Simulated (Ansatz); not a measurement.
This script makes a comparison of functionals at one structure of CaAl2Ge2, space group P-3m1 with Ansatz's Python interface.

`xc.py`:
```python
import warnings

import ansatz as az

warnings.simplefilter("ignore", az.DeckWarning)

lattice = az.Lattice.of(
    (4.1759, 0.0, 0.0),
    (-2.08795, 3.61644, 0.0),
    (0.0, 0.0, 7.1767),
)
sites = [
    ("Ca", (0.0, 0.0, 0.0)),
    ("Al", (1 / 3, 2 / 3, 0.6293)),
    ("Al", (2 / 3, 1 / 3, 0.3707)),
    ("Ge", (1 / 3, 2 / 3, 0.26217)),
    ("Ge", (2 / 3, 1 / 3, 0.73783)),
]
crystal = az.Crystal(lattice=lattice)
for symbol, position in sites:
    crystal = crystal.atom(symbol, position)

calc = (
    crystal.calculation()
    .kpoints(6, 6, 3)
    .occupations(az.OccupationsMethod.FERMI_DIRAC)
    .stress()
)

rows = []
for value in ["blyp", "lda", "pbesol"]:
    data = calc.functional(value).run(threads=1).report
    rows.append((value, data["free_energy_ev"] / len(data["lattice"]["sites"]), data["n_iterations"], sum(data["stress_gpa"][i][i] for i in range(3)) / 3, data["n_kpoints"]))

print("  functional   F/atom (eV)    iterations       P (GPa)      k-points")
for row in rows:
    print(f"{str(row[0]):>12s}  {row[1]:12.5f}  {row[2]:12d}  {row[3]:12.3f}  {row[4]:12d}")
```

Rank the functionals by the pressure that they give at this structure. What does the order say about their lattices?

From lowest to highest: LDA (-3.1 GPa), PBEsol (-1.1 GPa) and BLYP (3.3 GPa). At a fixed cell a lower pressure usually means a smaller equilibrium volume, so LDA prefers the smallest cell and BLYP the largest.

The run itself:

```console
$ python xc.py
  functional   F/atom (eV)    iterations       P (GPa)      k-points
        blyp   -2303.29196             8         3.327            17
         lda   -2246.39615             7        -3.146            17
      pbesol   -2270.36955             8        -1.146            17
```

Caveats:
- BLYP can be off by several per cent in the lattices of metals, and by several GPa in the pressure at a fixed cell.
- For a metal this k-point mesh is coarse: on a finer one energies can move by several to tens of meV an atom and pressures by half a GPa or more, differences at one mesh by less.
- Pressure is positive in compression.
- The structure is a deposited one; some such entries were measured under pressure or heat, so a shift against it needn't be the functional's error alone.
- Total energies of different functionals can't be compared; pressures, moments and gaps at this one structure can.
- Wall time of the script: 19 s on 1 thread of Arm Neoverse N1, with other jobs on the host, peak memory 0.42 GiB.
